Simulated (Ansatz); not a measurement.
# doublet GaHCl2O+ at 6 levels

Aim: a comparison of 6 runs (U-r2SCAN0/def2-SVP, UBLYP/def2-SVP, USVWN5/def2-SVP, RPA@PBE/def2-SVP, RPA@PBE0/def2-SVP, UCCSD(T)/def2-SVP) of doublet GaHCl2O+. 

The results are computed with Ansatz 0.2.0.

79 further runs of the same task are left out: 79 set aside as unsound or not needed. Runs told in other sessions of the task aren't counted.

**1. The system as given**

GaHCl2O+ has 5 atoms, charge +1, and is taken as a doublet. As SMILES of the parent species, `[OH][Ga]([Cl])[Cl]`. The shape is that of a PBE0-D4/def2-TZVP optimisation. That shape belongs to the parent species and isn't relaxed for this state.

Bond lengths: O1–Ga2 1.765 Å, Ga2–Cl3 2.109 Å, Ga2–Cl4 2.123 Å, O1–H5 0.961 Å. Angles: O1–Ga2–Cl3 118.8°, O1–Ga2–Cl4 120.6°, Cl3–Ga2–Cl4 120.6°, Ga2–O1–H5 112.9°.

**2. The energy at U-r2SCAN0/def2-SVP (run 1)**

Contents of in.yaml:

```yaml
crystal:
  periodic: [false, false, false]
  atoms:
    - {symbol: O, position_ang: [0.254500, 1.354600, 0.245900]}
    - {symbol: Ga, position_ang: [0.118500, -0.394500, 0.056800]}
    - {symbol: Cl, position_ang: [1.500000, -1.634900, 1.057700]}
    - {symbol: Cl, position_ang: [-1.407900, -1.236300, -1.155800]}
    - {symbol: H, position_ang: [-0.415200, 1.837400, -0.246000]}
basis:
  gaussian:
    orbitals: def2-SVP
total_charge: 1
magnetization:
  spin_polarized: true
  initial_magnetization: 1
hamiltonian:
  xc: {name: r2SCAN0}
accuracy: high
output: {orbitals: {seedname: orbitals}}
```

Run with:

```bash
$ ansatz run in.yaml --threads 1 --pin off --max-ram 3480MiB --events-out events.jsonl --progress --plain --runs-dir runs
```

What it wrote:

```text
Warning: RAYON_NUM_THREADS=1 ignored (pool sized by the plan → 1); use --threads N
Functional definition: r2SCAN0
  name "r2SCAN0"
  parameter a = 0.25
  parameter k0 = 0.174
  parameter k1 = 0.065
  parameter a1 = 4.9479
  exchange = (1 - a)*r2scan_x(k0 = k0, k1 = k1, a1 = a1) + a*exact_x
  correlation = r2scan_c
1673 factors; integrals over basis functions are off by at most 6.0e-9 eV
mean field evaluation 1: about -79449.2294 eV, gradient 5.0e1 eV
mean field evaluation 2: about -79369.5689 eV, gradient 1.2e2 eV
mean field evaluation 4: about -79452.9395 eV, gradient 3.2e1 eV
mean field evaluation 8: about -79458.5186 eV, gradient 2.4e0 eV
mean field evaluation 16: about -79458.6763 eV, gradient 8.3e-1 eV
mean field evaluation 32: about -79458.5499 eV, gradient 3.6e0 eV
mean field -79458.72430333 eV, -2920.0542590897 hartree, gradient 3.2e-8 eV, S^2 0.763135; 6 other end points of the search recorded, 0 dependent functions left out
reference -79458.72430542 eV, -2920.0542591663 hartree; 37, 36 occupied and 50, 51 virtual orbitals, 1673 factors
Total energy: -79458.72430542 eV, -2920.0542591663 hartree
```

It took 71 s on 1 thread of Arm Neoverse V2, shared host; peak memory 0.62 GiB.

**3. The energy at UBLYP/def2-SVP (run 2)**

Contents of molecule.yaml:

```yaml
basis:
  gaussian: {orbitals: def2-SVP}
crystal:
  periodic: [false, false, false]
  atoms:
    - symbol: O
      position_ang: [0.254500, 1.354600, 0.245900]
    - symbol: Ga
      position_ang: [0.118500, -0.394500, 0.056800]
    - symbol: Cl
      position_ang: [1.500000, -1.634900, 1.057700]
    - symbol: Cl
      position_ang: [-1.407900, -1.236300, -1.155800]
    - symbol: H
      position_ang: [-0.415200, 1.837400, -0.246000]
total_charge: 1
magnetization: {spin_polarized: true, initial_magnetization: 1}
hamiltonian: {xc: {name: BLYP}}
accuracy: high
output: {orbitals: {seedname: orbitals}}
```

Run with:

```bash
$ ansatz run molecule.yaml --threads 1 --pin off --max-ram 3480MiB --events-out events.jsonl --progress --plain --runs-dir runs
```

What it wrote:

```text
Warning: RAYON_NUM_THREADS=1 ignored (pool sized by the plan → 1); use --threads N
Functional definition: BLYP
  name "BLYP"
  parameter beta = 0.0042
  parameter a = 0.04918
  parameter b = 0.132
  parameter c = 0.2533
  parameter d = 0.349
  exchange = b88_x(beta = beta)
  correlation = lyp_c(a = a, b = b, c = c, d = d)
1673 factors; integrals over basis functions are off by at most 6.0e-9 eV
mean field evaluation 1: about -79449.5977 eV, gradient 6.4e1 eV
mean field evaluation 2: about -79267.4477 eV, gradient 1.5e2 eV
mean field evaluation 4: about -79455.4876 eV, gradient 4.0e1 eV
mean field evaluation 8: about -79463.9448 eV, gradient 1.1e1 eV
mean field evaluation 16: about -79464.7048 eV, gradient 8.6e-1 eV
mean field evaluation 32: about -79462.4706 eV, gradient 7.9e0 eV
mean field evaluation 64: about -79464.6539 eV, gradient 5.7e-1 eV
mean field -79464.81838047 eV, -2920.2782122937 hartree, gradient 9.8e-8 eV, S^2 0.752605; 10 other end points of the search recorded, 0 dependent functions left out
reference -79464.81842855 eV, -2920.2782140607 hartree; 37, 36 occupied and 50, 51 virtual orbitals, 1673 factors
Total energy: -79464.81842855 eV, -2920.2782140607 hartree
```

Wall time 30 s (1 thread of Arm Neoverse V2, shared host); peak memory 0.28 GiB.

Run 3 isn't shown in full; the table further down has it.

**4. The energy at RPA@PBE/def2-SVP (run 4)**

Contents of job.yaml:

```yaml
crystal:
  periodic: [false, false, false]
  atoms:
    - symbol: O
      position_ang: [0.254500, 1.354600, 0.245900]
    - symbol: Ga
      position_ang: [0.118500, -0.394500, 0.056800]
    - symbol: Cl
      position_ang: [1.500000, -1.634900, 1.057700]
    - symbol: Cl
      position_ang: [-1.407900, -1.236300, -1.155800]
    - symbol: H
      position_ang: [-0.415200, 1.837400, -0.246000]
basis:
  gaussian:
    orbitals: def2-SVP
total_charge: 1
magnetization:
  spin_polarized: true
  initial_magnetization: 1
hamiltonian:
  xc: pbe
correlation:
  method: rpa
  frozen_orbitals: {Cl: 5, Ga: 9, H: 0, O: 1}
accuracy: high
```

Run with:

```bash
$ ansatz run job.yaml --threads 1 --pin off --max-ram 3480MiB --events-out events.jsonl --progress --plain --runs-dir runs
```

What it wrote, shortened:

```text
Warning: RAYON_NUM_THREADS=1 ignored (pool sized by the plan → 1); use --threads N
Functional definition: PBE
  name "PBE"
[...]
1673 factors; integrals over basis functions are off by at most 6.0e-9 eV
[...]
mean field -79443.05497040 eV, -2919.4784217254 hartree, gradient 3.8e-8 eV, S^2 0.752518; 21 other end points of the search recorded, 0 dependent functions left out
20 core orbitals not correlated: weight in the atoms' cores, before any rotation towards them, 1.000 or more for the frozen orbitals, at most 0.000 for the correlated occupied ones
reference -79368.57117197 eV, -2916.7411926202 hartree; 17, 16 occupied and 50, 51 virtual orbitals, 1673 factors
Total energy: -79397.49755963 eV, -2917.8042177596 hartree
```

It took 66 s on 1 thread of Arm Neoverse V2, shared host; peak memory 0.46 GiB.

Run 5 isn't shown in full; the table further down has it.

**5. The energy at UCCSD(T)/def2-SVP (run 6)**

molecule.yaml: that of step 3 with these lines changed.

```diff
@@ -1,3 +1 @@
-basis:
-  gaussian: {orbitals: def2-SVP}
 crystal:
@@ -15,6 +13,8 @@
       position_ang: [-0.415200, 1.837400, -0.246000]
+basis:
+  gaussian: {orbitals: def2-SVP}
 total_charge: 1
 magnetization: {spin_polarized: true, initial_magnetization: 1}
-hamiltonian: {xc: {name: BLYP}}
+correlation: {method: ccsd_t, frozen_orbitals: {Cl: 5, Ga: 9, H: 0, O: 1}}
 accuracy: high
-output: {orbitals: {seedname: orbitals}}
+scf: {omitted_lower_state_checks: [cluster_reference, increment]}
```

Run with:

```bash
$ ansatz run molecule.yaml --threads 1 --pin off --max-ram 3480MiB --events-out events.jsonl --progress --plain --runs-dir runs
```

What it wrote:

```text
Warning: RAYON_NUM_THREADS=1 ignored (pool sized by the plan → 1); use --threads N
[... 19 lines left out ...]
20 core orbitals not correlated: weight in the atoms' cores, before any rotation towards them, 1.000 or more for the frozen orbitals, at most 0.000 for the correlated occupied ones
[... 55 lines left out ...]
Total energy: -79389.37360436 eV, -2917.5056679101 hartree
Checks for a lower state left out: cluster_reference, increment
```

It took 2.1 min on 1 thread of Arm Neoverse V2, shared host; peak memory 0.71 GiB.

**6. All runs side by side**

| run | level | frozen core orbitals | energy (Eh) | ⟨S²⟩ | wall time |
| --- | --- | --- | --- | --- | --- |
| 1 | U-r2SCAN0/def2-SVP | – | -2920.054259 | 0.763 | 71 s |
| 2 | UBLYP/def2-SVP | – | -2920.278214 | 0.753 | 30 s |
| 3 | USVWN5/def2-SVP | – | -2913.704839 | 0.752 | 15 s |
| 4 | RPA@PBE/def2-SVP | 20 | -2917.804218 | 0.753 | 66 s |
| 5 | RPA@PBE0/def2-SVP | 20 | -2917.706145 | 0.759 | 50 s |
| 6 | UCCSD(T)/def2-SVP | 20 | -2917.505668 | 0.756 | 2.1 min |

**7. Summary of results**

| quantity | value |
| --- | --- |
| run 6: total energy | -2917.50567 Eh |
| run 6: correlation energy (20 core orbitals frozen) | -653.1 mEh |
| run 6: (T) correction | -18.51 mEh |
| run 6: ⟨S²⟩ of the reference determinant | 0.756 |
| run 6: T1 diagnostic | 0.037 |

Totals of different functionals can't be ranked against each other. All runs together took 6 min, the longest 2.1 min.
